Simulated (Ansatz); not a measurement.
# CH4Br (doublet): the correlation ladder at distance Br1–H2 along a hydrogen transfer = 1.746 Å, cc-pVDZ

How much of the correlation energy of CH4Br (doublet) does each wave-function method recover here?

Computed with Ansatz 0.2.0, Gaussian basis. Level: cc-pVDZ, core rule «outside noble gas», up to 15 orbitals frozen.

To be run: UHF; CCSD(T) on ROHF; CCSD(T) on UHF; BCCD(T) on ROHF; CISD; CCSDT(Q) on ROHF; CCSDT(Q) on UHF; CASSCF and MRCISD+Q, 3 electrons in 3 orbitals; CASSCF and NEVPT2, 3 electrons in 3 orbitals; CASSCF and MRCISD+Q, 15 electrons in 12 orbitals; CASSCF and NEVPT2, 15 electrons in 12 orbitals.

## Step 1: The geometry

The geometry derives from fragments relaxed apart (PBE0/def2-TZVP) and kept rigid, so it is no stationary point. A hydrogen atom is moved between rigid fragments. No spin-orbit coupling is included. The filled d shell of Br may be among the frozen orbitals whatever the setting's name suggests; the logs give the count.

6 atoms, charge 0, spin multiplicity 2.

Atoms are counted from 1 here; the program's logs count them from 0.

Bond lengths: Br1–H2 1.746 Å, H2–C3 1.090 Å, C3–H4 1.080 Å, C3–H5 1.080 Å, C3–H6 1.080 Å. Angles: Br1–H2–C3 180.0°, H2–C3–H4 90.0°, H2–C3–H5 90.0°, H2–C3–H6 90.0°, H4–C3–H5 120.0°, H4–C3–H6 120.0°, H5–C3–H6 120.0°.

## Step 2: UHF

Input file in.yaml:

```yaml
crystal:
  periodic: [false, false, false]
  atoms:
    - {symbol: Br, position_ang: [-0.462735, 0.000000, 0.000000]}
    - {symbol: H, position_ang: [1.283265, 0.000000, 0.000000]}
    - {symbol: C, position_ang: [2.373265, 0.000000, 0.000000]}
    - {symbol: H, position_ang: [2.373265, -1.080023, 0.000000]}
    - {symbol: H, position_ang: [2.373265, 0.540011, 0.935327]}
    - {symbol: H, position_ang: [2.373265, 0.540012, -0.935327]}
basis:
  gaussian: {orbitals: cc-pVDZ}
magnetization: {spin_polarized: true, initial_magnetization: 1}
hamiltonian: {xc: hf}
output: {orbitals: {seedname: orbitals}}
```

Launch:

```console
$ ansatz run in.yaml --threads 1 --pin off --events-out ev --progress --plain --max-ram 2816MiB --backend cpu
```

After this run come: CCSD(T) on ROHF; CCSD(T) on UHF; BCCD(T) on ROHF; CISD; CCSDT(Q) on ROHF; CCSDT(Q) on UHF; CASSCF and MRCISD+Q, 3 electrons in 3 orbitals; CASSCF and NEVPT2, 3 electrons in 3 orbitals; CASSCF and MRCISD+Q, 15 electrons in 12 orbitals; CASSCF and NEVPT2, 15 electrons in 12 orbitals.

Q: Predict the results of all the runs planned. Wanted: UCCSDT(Q) below the RHF energy; RMP2 from UCCSDT(Q); UMP2 from UCCSDT(Q); RCCSD from UCCSDT(Q); RCCSD(T) from UCCSDT(Q); UCCSD(T) from UCCSDT(Q); RCCSDT(Q) from UCCSDT(Q); MRCISD+Q pair from UCCSDT(Q); NEVPT2 valence from UCCSDT(Q).

**Answer**, as computed:

| quantity | value |
| --- | --- |
| UCCSDT(Q) below the RHF energy | -8.7153 eV |
| RMP2 from UCCSDT(Q) | +1100.0 meV |
| UMP2 from UCCSDT(Q) | +1147.4 meV |
| RCCSD from UCCSDT(Q) | +210.4 meV |
| RCCSD(T) from UCCSDT(Q) | +30.0 meV |
| UCCSD(T) from UCCSDT(Q) | +29.6 meV |
| RCCSDT(Q) from UCCSDT(Q) | +1.4 meV |
| MRCISD+Q pair from UCCSDT(Q) | +90.4 meV |
| NEVPT2 valence from UCCSDT(Q) | +1460.9 meV |
| MRCISD+Q valence from UCCSDT(Q) | +32.0 meV |
| levels within 1 kcal/mol (43 meV) | RCCSD(T), UCCSD(T), BCCD(T), RCCSDT, UCCSDT, RCCSDT(Q), MRCISD+Q valence |
| T1 diagnostic | 0.016 |
| effectively unpaired electrons | 1.02 |

RCCSD(T) lands +30.0 meV from the yardstick (0.3 % of the correlation energy). One determinant dominates. Of the multireference levels listed MRCISD+Q valence comes nearest in total energy (+32.0 meV), which doesn't show that its space is the better one. These misses are within one basis, not against nature; the frozen cores of restricted and unrestricted runs differ, which can shift their rows.
